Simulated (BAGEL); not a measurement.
**GeNH2F (SMILES [NH2][Ge][F]) at RI-MP2/cc-pVDZ (density fitting with qzvpp-jkfit)**

Aim: the energy change on altering one bond length of GeNH2F at RI-MP2/cc-pVDZ (density fitting with qzvpp-jkfit), from 2 runs. 

Program for the calculation: BAGEL 1.2.2.

## 1. The system as given

GeNH2F has 5 atoms, charge 0, and is taken as a singlet. SMILES: `[NH2][Ge][F]`. The coordinates come from a PBE0-D4/def2-TZVP relaxation. This is one conformer, not always the lowest.

Bond lengths: N1–Ge2 1.811 Å, Ge2–F3 1.768 Å, N1–H4 1.008 Å, N1–H5 1.010 Å. Angles: N1–Ge2–F3 94.5°, Ge2–N1–H4 124.0°, Ge2–N1–H5 122.7°, H4–N1–H5 113.3°.

## 2. The energy at RI-MP2/cc-pVDZ (density fitting with qzvpp-jkfit)

The input, mp2.json:

```json
{ "bagel": [

{
  "title": "molecule",
  "basis": "cc-pvdz.json",
  "df_basis": "qzvpp-jkfit",
  "angstrom": true,
  "geometry": [
    { "atom": "N", "xyz": [   -0.477700,    0.347600,   -0.204700 ] },
    { "atom": "Ge", "xyz": [    0.434100,   -0.305200,    1.217200 ] },
    { "atom": "F", "xyz": [    1.598300,   -1.203900,    0.235500 ] },
    { "atom": "H", "xyz": [   -1.280100,    0.952600,   -0.130600 ] },
    { "atom": "H", "xyz": [   -0.224500,    0.135300,   -1.158700 ] }
  ]
},
{
  "title": "hf"
},
{
  "title": "mp2",
  "ncore": 11
}

]}
```

The basis set cc-pVDZ is read from a file made from the Basis Set Exchange's data (not shown).

Run with:

```bash
BAGEL_NUM_THREADS=1 BAGEL mp2.json > mp2.out
```

Output:

```text
* using 1 threads per process

  ===============================================================
  ===============================================================

  *** Geometry ***

  { "atom" : "N", "xyz" : [     -0.902722,      0.656869,     -0.386827 ] },
  { "atom" : "Ge", "xyz" : [      0.820330,     -0.576744,      2.300175 ] },
  { "atom" : "F", "xyz" : [      3.020349,     -2.275041,      0.445031 ] },
  { "atom" : "H", "xyz" : [     -2.419038,      1.800153,     -0.246798 ] },
  { "atom" : "H", "xyz" : [     -0.424244,      0.255680,     -2.189626 ] },

  Number of auxiliary basis functions:      456

  Since a DF basis is specified, we compute 2- and 3-index integrals:
    o Being stored without compression. Storage requirement is 0.015 GB

  Number of basis functions:       65
  Number of electrons      :       50

    * METHOD: MOLECULE                             0.19

  *** RHF ***

  === Nuclear Repulsion ===
   188.5837836184

      * DIIS with orbital gradients will be used.

  === RHF iteration (cc-pvdz.json) ===
      0      -2230.14173823          0.02402237           0.05
      1      -2230.30885760          0.01885484           0.04
      2      -2230.44244773          0.00167359           0.04
      3      -2230.44419011          0.00026320           0.04
      4      -2230.44425442          0.00011162           0.04
      5      -2230.44426294          0.00004273           0.04
      6      -2230.44426457          0.00001231           0.04
      7      -2230.44426472          0.00000363           0.04
      8      -2230.44426473          0.00000142           0.04
      9      -2230.44426473          0.00000074           0.05
     10      -2230.44426473          0.00000017           0.04
     11      -2230.44426473          0.00000010           0.04
     12      -2230.44426473          0.00000003           0.04
     13      -2230.44426473          0.00000001           0.04
    * SCF iteration converged.

    * Permanent dipole moment:
           (    0.871365,    -0.656267,    -0.028025) a.u.

    * METHOD: HF                                   0.77

  *** RHF ***

  === Nuclear Repulsion ===
   188.5837836184

      * DIIS with orbital gradients will be used.

  === RHF iteration (cc-pvdz.json) ===
      0      -2230.44426473          0.00000001           0.04
    * SCF iteration converged.

    * Permanent dipole moment:
           (    0.871366,    -0.656267,    -0.028025) a.u.

  === DF-MP2 calculation ===

    * freezing 11 orbitals
    * 3-index integral transformation done
    * assembly done

      MP2 correlation energy:   -0.4563716878      0.02

      MP2 total energy:       -2230.9006364204

    * METHOD: MP2                                  0.11

  ===============================================================
```

It took 1.2 s on 1 thread of Arm Neoverse V1, shared host; peak memory 0.093 GiB.

## 3. The distorted shape, same level

The input, input.json:

```json
{ "bagel" : [

{
  "title" : "molecule",
  "basis" : "cc-pvdz.json",
  "df_basis" : "qzvpp-jkfit",
  "angstrom" : true,
  "geometry" : [
    { "atom" : "N", "xyz" : [      -0.237017,       0.166128,      -0.226927 ] },
    { "atom" : "Ge", "xyz" : [       0.674783,      -0.486672,       1.194973 ] },
    { "atom" : "F", "xyz" : [       1.838983,      -1.385372,       0.213273 ] },
    { "atom" : "H", "xyz" : [      -1.280100,       0.952600,      -0.130600 ] },
    { "atom" : "H", "xyz" : [       0.016183,      -0.046172,      -1.180927 ] }
  ]
},

{ "title" : "hf" },

{ "title" : "mp2", "ncore" : 11 }

]}
```

The basis set cc-pVDZ is read from a file made from the Basis Set Exchange's data (not shown).

Run with:

```bash
BAGEL_NUM_THREADS=1 BAGEL input.json > input.out
```

Output:

```text
* using 1 threads per process

  ===============================================================
  ===============================================================

  *** Geometry ***

  { "atom" : "N", "xyz" : [     -0.447897,      0.313936,     -0.428830 ] },
  { "atom" : "Ge", "xyz" : [      1.275155,     -0.919677,      2.258172 ] },
  { "atom" : "F", "xyz" : [      3.475174,     -2.617974,      0.403028 ] },
  { "atom" : "H", "xyz" : [     -2.419038,      1.800153,     -0.246798 ] },
  { "atom" : "H", "xyz" : [      0.030581,     -0.087252,     -2.231629 ] },

  Number of auxiliary basis functions:      456

  Since a DF basis is specified, we compute 2- and 3-index integrals:
    o Being stored without compression. Storage requirement is 0.015 GB

  Number of basis functions:       65
  Number of electrons      :       50

    * METHOD: MOLECULE                             0.19

  *** RHF ***

  === Nuclear Repulsion ===
   186.9888656065

      * DIIS with orbital gradients will be used.

  === RHF iteration (cc-pvdz.json) ===
      0      -2230.09249943          0.02348713           0.05
      1      -2230.24089154          0.01974910           0.04
      2      -2230.39225207          0.00170433           0.04
      3      -2230.39419373          0.00042175           0.04
      4      -2230.39432015          0.00019697           0.05
      5      -2230.39434596          0.00005325           0.04
      6      -2230.39434923          0.00001513           0.04
      7      -2230.39434948          0.00000475           0.04
      8      -2230.39434950          0.00000181           0.04
      9      -2230.39434950          0.00000106           0.04
     10      -2230.39434951          0.00000032           0.04
     11      -2230.39434951          0.00000018           0.04
     12      -2230.39434951          0.00000004           0.04
     13      -2230.39434951          0.00000001           0.04
     14      -2230.39434951          0.00000000           0.04
    * SCF iteration converged.

    * Permanent dipole moment:
           (    0.913120,    -0.687961,    -0.041368) a.u.

    * METHOD: HF                                   0.82

  *** RHF ***

  === Nuclear Repulsion ===
   186.9888656065

      * DIIS with orbital gradients will be used.

  === RHF iteration (cc-pvdz.json) ===
      0      -2230.39434951          0.00000000           0.04
    * SCF iteration converged.

    * Permanent dipole moment:
           (    0.913120,    -0.687961,    -0.041368) a.u.

  === DF-MP2 calculation ===

    * freezing 11 orbitals
    * 3-index integral transformation done
    * assembly done

      MP2 correlation energy:   -0.4645890621      0.02

      MP2 total energy:       -2230.8589385676

    * METHOD: MP2                                  0.11

  ===============================================================
```

Run time: 1.2 s. Hardware: 1 thread of Arm Neoverse V1, shared host; peak memory 0.093 GiB.

## 4. Summary of results

Level: RI-MP2/cc-pVDZ (density fitting with qzvpp-jkfit), 11 core orbitals frozen.

| quantity | value |
| --- | --- |
| first shape: total energy | -2230.90064 Eh |
| first shape: correlation energy (11 core orbitals frozen) | -456.4 mEh |
| distorted shape: total energy | -2230.85894 Eh |
| distorted shape: correlation energy (11 core orbitals frozen) | -464.6 mEh |
| energy change with the N1–H4 bond stretched from 1.008 to 1.310 Å | 1.135 eV |

What this shows: With the N1–H4 bond stretched from 1.008 to 1.310 Å the energy rises by 1.13 eV (26 kcal/mol). The first shape isn't relaxed at this level, so the change isn't measured from a minimum.
